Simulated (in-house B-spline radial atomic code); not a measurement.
# Pt²⁺: ionisation energy by several methods

Wanted: one ionisation energy, Pt²⁺ to configuration [Xe] 4f14 5d7, up the ladder of functionals.

Method: Dirac-Coulomb, several functionals; spherical all-electron atom at the radial basis limit. Code: in-house B-spline radial atomic code version 1.

### Step 1. The atom as given

| Quantity | Value |
| --- | --- |
| element | platinum (Z = 78) |
| charge | +2 |
| electrons | 76 |
| configuration | [Xe] 4f14 5d8 |
| nucleus | Fermi, rms radius 5.427 fm |

Outer shells as boxes (Hund's rule):

[Xe] 4f14 5d8
```
[Xe] core
4f [↑↓][↑↓][↑↓][↑↓][↑↓][↑↓][↑↓]
5d [↑↓][↑↓][↑↓][↑ ][↑ ]
```

The boxes only draw the filling; these runs are spin-restricted and spherical.

### Step 2. AM05, a GGA

The run's settings:

```ini
Z = 78
electrons = 76.0
configuration = [Xe] 4f14 5d8
hamiltonian = dirac
method = am05
spin_polarised = False
nucleus = fermi
rms_radius = 5.427
mass_number = 195
atomic_mass = 194.964794325
speed_of_light = 137.035999084
```

### Step 3. BLYP, a GGA

Settings: those of step 2 with these lines changed.

```diff
@@ -4,3 +4,3 @@
 hamiltonian = dirac
-method = am05
+method = b88,lyp
 spin_polarised = False
```

### Step 4. LDA (VWN5)

Settings: those of step 3 with these lines changed.

```diff
@@ -4,3 +4,3 @@
 hamiltonian = dirac
-method = b88,lyp
+method = lda,vwn
 spin_polarised = False
```

### Step 5. exchange-only LDA

Settings: those of step 4 with these lines changed.

```diff
@@ -4,3 +4,3 @@
 hamiltonian = dirac
-method = lda,vwn
+method = lda,
 spin_polarised = False
```

### Step 6. OLYP, a GGA

Settings: those of step 5 with these lines changed.

```diff
@@ -4,3 +4,3 @@
 hamiltonian = dirac
-method = lda,
+method = optx,lyp
 spin_polarised = False
```

### Step 7. BP86, a GGA

Settings: those of step 6 with these lines changed.

```diff
@@ -4,3 +4,3 @@
 hamiltonian = dirac
-method = optx,lyp
+method = b88,p86
 spin_polarised = False
```

Before running: The tabulated ionisation energy is 29 ± 1.6 eV (tabulated theoretical; NIST Atomic Spectra Database). What does each method give, and which comes nearest?

**Answer**, as computed:

| method | rung | total energy (hartree) | ΔSCF (eV) | with Breit, QED, recoil (eV) | −ε highest (eV) | corrected ΔSCF less tabulated (eV) |
| --- | --- | --- | --- | --- | --- | --- |
| LDA (VWN5) | LDA | -18431.5048 | 32.519 | 32.525 | 25.576 (5d5/2) | +3.525 |
| exchange-only LDA | LDA | -18423.4267 | 30.981 | 30.987 | 24.096 (5d5/2) | +1.987 |
| AM05 | GGA | -18431.8984 | 32.241 | 32.247 | 25.293 (5d5/2) | +3.247 |
| BLYP | GGA | -18442.8226 | 32.104 | 32.111 | 25.180 (5d5/2) | +3.111 |
| OLYP | GGA | -18448.3248 | 32.242 | 32.249 | 25.256 (5d5/2) | +3.249 |
| BP86 | GGA | -18443.9688 | 32.333 | 32.339 | 25.402 (5d5/2) | +3.339 |

Tables give 29 ± 1.6 eV (tabulated theoretical; NIST Atomic Spectra Database) for the ionisation energy. exchange-only LDA misses by +1.987 eV, the least, and LDA (VWN5) by +3.525 eV (12 %), the most. Open shells are averaged (over orientations, and over spins where the run is restricted), while tables refer to the lowest levels. For the semilocal functionals minus the highest level recovers only 78 to 79 % of their own ΔSCF value, a mark of self-interaction.
